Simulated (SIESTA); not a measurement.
Crystal: Ba2Tl5V3O12.

```
CELL_PARAMETERS angstrom
8.15421 0.00000 0.00000
-4.07711 7.06176 0.00000
0.00000 0.00000 6.92128
ATOMIC_POSITIONS crystal
Ba 0.00000 0.00000 0.23552
Ba 0.00000 0.00000 0.76448
V 0.50000 0.00000 0.00000
V 0.00000 0.50000 0.00000
V 0.50000 0.50000 0.00000
Tl 0.50000 0.00000 0.50000
Tl 0.00000 0.50000 0.50000
Tl 0.50000 0.50000 0.50000
Tl 0.33333 0.66667 0.22489
Tl 0.66667 0.33333 0.77511
O 0.33890 0.34334 0.81444
O 0.65666 0.99556 0.81444
O 0.00444 0.66110 0.81444
O 0.34334 0.33890 0.18556
O 0.99556 0.65666 0.18556
O 0.66110 0.00444 0.18556
O 0.66110 0.65666 0.18556
O 0.34334 0.00444 0.18556
O 0.99556 0.33890 0.18556
O 0.65666 0.66110 0.81444
O 0.00444 0.34334 0.81444
O 0.33890 0.99556 0.81444
```

The cell was built by a generator and needn't be a form met in nature.

Base run:

| Property | Result |
| --- | --- |
| Program | SIESTA 5.4.2 |
| Functional | BLYP |
| Potentials or basis | PseudoDojo 0.4 standard (PBE files) |
| Basis | DZP (energy shift 0.003 Ry; two zetas on semicore shells; d shell added on Ba) |
| Grid cutoff | 800 Ry |
| Energy shift | 0.003 Ry |
| k mesh | 4 × 4 × 4 |
| Occupations | fermi-dirac, width 0.05 eV |
| Spin | collinear spin, ferromagnetic start |
| Starting moments | [0.0, 0.0, 2.0, 2.0, 2.0, 0.0, 0.0, 0.0, 0.0, 0.0, 0.0, 0.0, 0.0, 0.0, 0.0, 0.0, 0.0, 0.0, 0.0, 0.0, 0.0, 0.0] μB |

Its results: band gap on the k mesh none (metal or under the smearing width); pressure 5.6 GPa; net moment 0.00 μB per cell; largest force 0.455 eV/Å.

Problem. After a change of settings the same cell gave: band gap on the k mesh none (metal or under the smearing width); pressure 4.3 GPa; net moment 0.00 μB per cell; largest force 0.325 eV/Å. Which change was it?
A. functional from BLYP to PBEsol; potentials or basis from PseudoDojo 0.4 standard (PBE files) to PseudoDojo 0.4 standard (PBEsol files)
B. functional from BLYP to LDA; potentials or basis from PseudoDojo 0.4 standard (PBE files) to PseudoDojo 0.4 standard (LDA files)
C. functional from BLYP to RPBE
D. functional from BLYP to AM05; potentials or basis from PseudoDojo 0.4 standard (PBE files) to PseudoDojo 0.4 standard (PBEsol files)

Solution. C.

Caveats: this set's barium file shifts pressures by up to 1 GPa against other sets; the potentials were made for another functional, which shifts forces and pressure; the basis of atomic orbitals isn't converged, which shifts pressures, moduli and gaps; semilocal functionals often make such compounds metallic where correlation or magnetic order opens a gap, which also shifts bond lengths.

Not every run made on this cell is shown here.
